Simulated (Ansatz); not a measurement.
Predict the output of the script below (the Ansatz DFT code, driven from Python).

`ch5bfop_deck.py`
```python
'''Run CH5BFOP from an input written out key by key.'''

import ansatz as az
import numpy as np
import pandas as pd

DECK = '''
crystal:
  periodic: [false, false, false]
  atoms:
    - { symbol: C, position_ang: [-1.4481, 0.8563, -0.13] }
    - { symbol: O, position_ang: [-1.1199, -0.5067, -0.2568] }
    - { symbol: B, position_ang: [0.343, -0.6273, -0.3672] }
    - { symbol: F, position_ang: [0.9727, -0.6082, -1.6676] }
    - { symbol: P, position_ang: [1.4125, -0.9055, 1.2152] }
    - { symbol: H, position_ang: [-1.1374, 1.4397, -1.0279] }
    - { symbol: H, position_ang: [-1.0159, 1.2991, 0.7974] }
    - { symbol: H, position_ang: [-2.5511, 0.9441, -0.0496] }
    - { symbol: H, position_ang: [2.1618, -2.0053, 0.6327] }
    - { symbol: H, position_ang: [2.3825, 0.1137, 0.8538] }
basis:
  gaussian: { orbitals: def2-SVP }
correlation:
  method: mp2
output:
  forces: true
'''


def main() -> None:
    session = az.Session.from_yaml(DECK)
    report = session.plan(threads=1).execute().report

    print(f'E = {report["free_energy_ev"]:.6f} eV = {report["free_energy_ev"] / 27.211386246:.7f} Ha')
    print('converged:', report['converged'], ' doubts:', report['published_state_doubts'] or 'none')
    symbols = ['C', 'O', 'B', 'F', 'P', 'H', 'H', 'H', 'H', 'H']
    parts = report['correlation']
    for name in ('random_phase', 'coupled_cluster', 'perturbative'):
        if name in parts:
            print(f'{name:16s} {parts[name]["energy"]["hartree"]:12.7f} Ha')
    if 'second_order' in parts:
        pair = parts['second_order']
        print(f'MP2 same spin {pair["same_spin"]["hartree"]:.7f} Ha, opposite spin {pair["opposite_spin"]["hartree"]:.7f} Ha')

    print('forces (eV/A)')
    for symbol, f in zip(symbols, report['forces_ev_ang']):
        print(f'  {symbol:2s} {f[0]:9.4f} {f[1]:9.4f} {f[2]:9.4f}')
    charges = report['charge_distribution']
    table = pd.DataFrame({'atom': symbols, 'mulliken': charges['mulliken_charges_e'], 'lowdin': charges['lowdin_charges_e']})
    print(table.round(3).to_string())
    print('dipole (e A):', np.round(charges['dipole_moment_e_ang'], 4) + 0.0)


if __name__ == '__main__':
    main()
```

```console
$ python ch5bfop_deck.py
E = -15809.321175 eV = -580.9818372 Ha
converged: True  doubts: none
MP2 same spin -0.1761605 Ha, opposite spin -0.5396605 Ha
forces (eV/A)
  C    -0.7384    0.8220    0.0345
  O     3.8376   -0.4776   -0.7136
  B    -1.7262   -0.2797   -2.8210
  F    -1.8626    0.0781    3.1212
  P     0.9100   -0.0159    0.0713
  H    -0.0413   -0.0943    0.4476
  H    -0.0637   -0.0183   -0.3818
  H     0.3812   -0.0705   -0.0143
  H    -0.3055    0.6388    0.1889
  H    -0.3910   -0.5825    0.0671
  atom  mulliken  lowdin
0    C     0.133   0.109
1    O    -0.388   0.069
2    B     0.377  -0.498
3    F    -0.228   0.094
4    P    -0.030   0.271
5    H     0.044  -0.001
6    H     0.036  -0.005
7    H     0.057  -0.007
8    H     0.005  -0.013
9    H    -0.006  -0.018
dipole (e A): [0.0137 0.2949 0.1008]
```

Total energies depend on the basis set; only differences at equal settings carry meaning. The geometry is a force-field or estimated start, not a minimum of this method, and the basis set is short of its limit. The Löwdin charges here are taken after orthogonalising the functions within each atom; they differ from plain Löwdin charges, and their signs can be unphysical. Timing: 4.7 s on 1 thread of Arm Neoverse V1 (shared host), peak memory 0.3 GiB.

(Lines on the test bed's own set-up are left out of the output.)
